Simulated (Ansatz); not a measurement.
# CH4F3NZr: basis-set convergence

One table from this session's results is given with a row withheld; the runs are named, their logs left out.

Method: one geometry, several basis sets; program: Ansatz 0.2.0, Gaussian basis.

Levels to be run: PBE0-D4/def2-SVP; ωB97M-V/def2-SVP; PBE0-D4/def2-QZVPP; ωB97M-V/def2-QZVPP; the functionals' def2-TZVPP values are taken from earlier runs.

1 further run of the same task is left out (for a known fault of the program). Runs told in other sessions of the task aren't counted.

**The geometry**

All runs share one geometry, relaxed beforehand with PBE0-D4 in a triple-zeta def2 set. Zr takes the def2 core potential; no spin-orbit term is included.

SMILES `C[NH][Zr]([F])([F])[F]`, 10 atoms, charge 0, spin multiplicity 1.

Atoms are counted from 1 here; the program's logs count them from 0.

Bond lengths: C1–N2 1.451 Å, C1–H7 1.095 Å, C1–H8 1.095 Å, C1–H9 1.095 Å, N2–Zr3 2.007 Å, N2–H10 1.012 Å, Zr3–F4 1.912 Å, Zr3–F5 1.906 Å, Zr3–F6 1.912 Å. Angles: N2–C1–H7 112.0°, N2–C1–H8 112.1°, N2–C1–H9 110.2°, H7–C1–H8 108.5°, H7–C1–H9 106.9°, H8–C1–H9 106.9°, C1–N2–Zr3 125.0°, C1–N2–H10 112.0°, Zr3–N2–H10 122.9°, N2–Zr3–F4 107.9°, N2–Zr3–F5 107.7°, N2–Zr3–F6 108.0°, F4–Zr3–F5 113.2°, F4–Zr3–F6 106.7°, F5–Zr3–F6 113.1°.

Set-up of the first run:

in.yaml

```yaml
crystal:
  periodic: [false, false, false]
  atoms:
    - {symbol: C, position_ang: [0.789738, -1.276159, 0.245306]}
    - {symbol: N, position_ang: [0.677180, 0.080366, -0.258056]}
    - {symbol: Zr, position_ang: [-0.977181, 1.212761, -0.157988]}
    - {symbol: F, position_ang: [-2.390501, 0.268055, -1.032158]}
    - {symbol: F, position_ang: [-0.582337, 2.890879, -0.970269]}
    - {symbol: F, position_ang: [-1.476383, 1.369470, 1.680550]}
    - {symbol: H, position_ang: [1.030436, -1.990614, -0.549017]}
    - {symbol: H, position_ang: [1.547927, -1.361696, 1.030936]}
    - {symbol: H, position_ang: [-0.160510, -1.597327, 0.684122]}
    - {symbol: H, position_ang: [1.541639, 0.404256, -0.673436]}
basis:
  gaussian: {orbitals: def2-SVP}
hamiltonian: {xc: pbe0, dispersion: d4}
output: {orbitals: {seedname: orbitals}}
```

Run with:

```bash
> ansatz run in.yaml --threads 4 --pin off --events-out ev --progress --plain --max-ram 11315MiB
```

Among the steps run: PBE0-D4 in def2-SVP; ωB97M-V in def2-SVP; PBE0-D4 in def2-QZVPP; ωB97M-V in def2-QZVPP.

One table of the session follows, with a row left open; its other results are not shown here.

It belongs to the step «Density functionals: the series». 

```
functional       basis  HOMO (eV)
   PBE0-D4    def2-SVP      -7.41
   PBE0-D4  def2-TZVPP      -7.50
   PBE0-D4  def2-QZVPP      -7.51
   ωB97M-V    def2-SVP          ?
   ωB97M-V  def2-TZVPP      -9.80
   ωB97M-V  def2-QZVPP      -9.81
```

**Question.** Estimate the row for ωB97M-V, def2-SVP.

As computed: HOMO (eV): -9.70. In the column «HOMO (eV)» it lies between ωB97M-V, def2-TZVPP (-9.80) and PBE0-D4, def2-QZVPP (-7.51).
